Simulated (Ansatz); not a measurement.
# CH4ClMoNO2: how energies converge with the basis set

How large a basis does CH4ClMoNO2 need? Two functionals are run in growing sets.

Method: one geometry, several basis sets; program: Ansatz 0.2.0, Gaussian basis.

Levels to be run: PBE0-D4/def2-SVP; ωB97M-V/def2-SVP; PBE0-D4/def2-QZVPP; ωB97M-V/def2-QZVPP; the functionals' def2-TZVPP values are taken from earlier runs.

## (1) Structure used throughout

All runs share one geometry, relaxed beforehand with PBE0-D4 in a triple-zeta def2 set. Mo takes the def2 core potential; no spin-orbit term is included.

SMILES `C[N]=[Mo](=[O])([OH])[Cl]`, 10 atoms, charge 0, spin multiplicity 1.

Atoms are counted from 1 here; the program's logs count them from 0.

Bond lengths: C1–N2 1.418 Å, C1–H7 1.096 Å, C1–H8 1.095 Å, C1–H9 1.095 Å, N2–Mo3 1.716 Å, Mo3–O4 1.675 Å, Mo3–O5 1.885 Å, Mo3–Cl6 2.277 Å, O5–H10 0.962 Å. Angles: N2–C1–H7 111.5°, N2–C1–H8 109.8°, N2–C1–H9 109.6°, H7–C1–H8 109.1°, H7–C1–H9 108.9°, H8–C1–H9 108.0°, C1–N2–Mo3 151.3°, N2–Mo3–O4 107.8°, N2–Mo3–O5 105.9°, N2–Mo3–Cl6 107.9°, O4–Mo3–O5 111.9°, O4–Mo3–Cl6 109.8°, O5–Mo3–Cl6 113.2°, Mo3–O5–H10 118.6°.

## (2) PBE0-D4 in def2-SVP

The input, in.yaml:

```yaml
crystal:
  periodic: [false, false, false]
  atoms:
    - {symbol: C, position_ang: [1.785587, 0.546378, -0.268788]}
    - {symbol: N, position_ang: [0.392634, 0.485600, -0.011064]}
    - {symbol: Mo, position_ang: [-1.119464, -0.322343, -0.093144]}
    - {symbol: O, position_ang: [-0.848314, -1.852049, -0.719190]}
    - {symbol: O, position_ang: [-1.766301, -0.389708, 1.676352]}
    - {symbol: Cl, position_ang: [-2.468731, 0.858551, -1.495895]}
    - {symbol: H, position_ang: [2.154872, -0.390172, -0.701504]}
    - {symbol: H, position_ang: [2.325753, 0.747997, 0.661632]}
    - {symbol: H, position_ang: [1.995397, 1.364831, -0.964983]}
    - {symbol: H, position_ang: [-2.368233, -1.100284, 1.919486]}
basis:
  gaussian: {orbitals: def2-SVP}
hamiltonian: {xc: pbe0, dispersion: d4}
output: {orbitals: {seedname: orbitals}}
```

Run with:

```bash
ansatz run in.yaml --threads 8 --pin off --events-out ev --progress --plain --max-ram 18278MiB
```

The runs that follow: ωB97M-V in def2-SVP; PBE0-D4 in def2-QZVPP; ωB97M-V in def2-QZVPP.

Before running them: what should the planned runs give, taken together? Wanted: PBE0-D4: double and triple zeta above quadruple; ωB97M-V: double and triple zeta above quadruple.

**Answer**, as computed:

```
                                       quantity           value
PBE0-D4: double and triple zeta above quadruple  13.85, 0.85 eV
ωB97M-V: double and triple zeta above quadruple  14.02, 0.82 eV
```

**Reading.** PBE0-D4 gains 13.00 eV from double to triple zeta, then 0.85 eV more. Total energies overstate the basis error of differences, where much of it tends to cancel.
